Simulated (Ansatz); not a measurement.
The system is Ta3AsAu2O13.

```
Ta As Au O
1.0
     5.72385   -0.00745   -0.00403
     1.30279    6.25499    0.00561
     0.27574    1.30074    8.36754
Ta As Au O
3 1 2 13
Direct
  0.21713 0.30521 0.58431
  0.03325 0.11123 0.99855
  0.58248 0.62145 0.50482
  0.58707 0.89691 0.83049
  0.58004 0.09228 0.18613
  0.04485 0.82077 0.44682
  0.66201 0.69726 0.71088
  0.51632 0.13418 0.69625
  0.85098 0.88773 0.91932
  0.34466 0.87003 0.94651
  0.73015 0.29240 0.03095
  0.24622 0.21809 0.11075
  0.12900 0.09398 0.49104
  0.48032 0.38887 0.43499
  0.05966 0.26685 0.78594
  0.93330 0.53240 0.45645
  0.49975 0.85161 0.34971
  0.25256 0.62988 0.62473
  0.91878 0.95175 0.22636
```

The cell was built by a generator and needn't be a form met in nature.

Base run:

| Item | Value |
| --- | --- |
| Program | Ansatz 0.2.0 |
| Functional | RPBE |
| Potentials or basis | all-electron LAPW, scalar-relativistic |
| Cutoff | 522 eV |
| Density cutoff | 2087 eV |
| Basis error allowed | 0.003 eV/atom |
| k mesh | 4 × 4 × 3 |
| Occupations | fermi-dirac, width 0.05 eV |
| Spin | no spin polarisation |

Its results: band gap on the k mesh 1.31 eV, indirect (least direct gap 1.38 eV); pressure 3.1 GPa; largest force 0.271 eV/Å.

Q: The run is repeated on the same cell with these changes: functional from RPBE to LDA. What comes out?

A: Band gap on the k mesh 1.22 eV, indirect (least direct gap 1.29 eV); pressure -8.4 GPa; largest force 0.834 eV/Å.

LDA binds more tightly than RPBE, so the same cell stands under less pressure.

Caveats: spin-orbit coupling is left out, which moves the levels of the heavy elements.

A k mesh can miss the band edges.

Not every run made on this cell is shown here.
